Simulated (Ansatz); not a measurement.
Working through a single point in a Gaussian basis of CH₈ClNSi₂, SMILES [SiH3]NC[SiH2]Cl

With the Ansatz DFT code, driven from Python.

The script reads `ch8clnsi2.xyz`:
```text
13

Si   -1.96070   -0.26310    0.30790
N    -0.51720   -0.98620   -0.02130
C     0.79020   -0.45920    0.31280
Si    1.53150    0.93790   -0.77670
Cl    3.35280    1.43160   -0.18340
H    -2.00540    1.10540   -0.39350
H    -3.04470   -1.11090   -0.20320
H    -2.05990   -0.04160    1.75580
H    -0.58790   -1.90670    0.40650
H     0.85150   -0.15340    1.40310
H     1.52360   -1.28980    0.24960
H     1.57230    0.52240   -2.18220
H     0.57420    2.17880   -0.66060
```

At the Python prompt:
```pycon
>>> import ansatz as az
>>> BASIS = "6-31G*"
>>> XC = "B3LYP"
>>> ch8clnsi2 = az.Crystal.molecule_from_extxyz("ch8clnsi2.xyz")
>>> model = (
...     ch8clnsi2.calculation()
...     .basis(gaussian=BASIS)
...     .functional(XC)
... )
>>> out = model.run(threads=1, backend="cpu")

>>> rep = out.report
>>> rep["reference_energy_ev"]
-30936.15704589638
>>> rep["published_state_doubts"]
[]
>>> print(f"E = {rep['free_energy_ev']:.6f} eV = {rep['free_energy_ev'] / 27.211386246:.7f} Ha")
E = -30936.157046 eV = -1136.8828022 Ha
>>> print("converged:", rep["converged"], " doubts:", rep["published_state_doubts"] or "none")
converged: True  doubts: none
```

What to keep in mind:
- Total energies depend on the basis set; only differences at equal settings carry meaning.
- The geometry is a force-field or estimated start, not a minimum of this method, and the basis set is short of its limit.
- b3lyp holds the VWN-RPA fit, as in Gaussian; the form of ORCA and Turbomole is b3lyp5.
- Hardware and time: 3.7 s on 1 thread of Intel(R) Xeon(R) Platinum 8488C (Sapphire Rapids) (shared host), peak memory 0.29 GiB.

(Lines on the test bed's own set-up are left out of the output.)
